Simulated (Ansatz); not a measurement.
Runs of Ansatz 0.2.0 on WAu. Symmetry: F-43m, No. 216, cubic system. The conventional cell has a = 5.818 Å, b = 5.818 Å, c = 5.818 Å, α = 90.00°, β = 90.00°, γ = 90.00°. W (site symmetry -43m) is surrounded by 4 Au at 2.52 Å. Around Au (site symmetry -43m) lie 4 W at 2.52 Å. The cell was built by a generator and needn't be a form met in nature.

```csv
task,potentials or basis,cutoff (eV),points for each segment of the path,gap on the mesh (eV),pressure (GPa)
single point,Ansatz PAW soft_1,420,-,none,0.0
band structure,Ansatz PAW earlier set,880,14,none,0.1
band structure,JTH PAW,1290,14,none,0.4
band structure,Ansatz PAW earlier set,760,14,none,0.1
band structure,SPMS NC,517,14,none,(a)
band structure,PseudoDojo stringent (PBE files),1034,14,none,0.0
```

Alike in all rows: level PBE; no spin polarisation; cell as given; k mesh 8 × 8 × 8; smearing fermi-dirac 0.05 eV.

Q: Fill in the values left out.

A: (a) 0.3.

A k mesh can miss the band edges, and the runs leave out spin-orbit coupling on Au, W.

A gap of «none» marks a metal or a gap under the smearing width.

Not every run made on this cell is shown here.
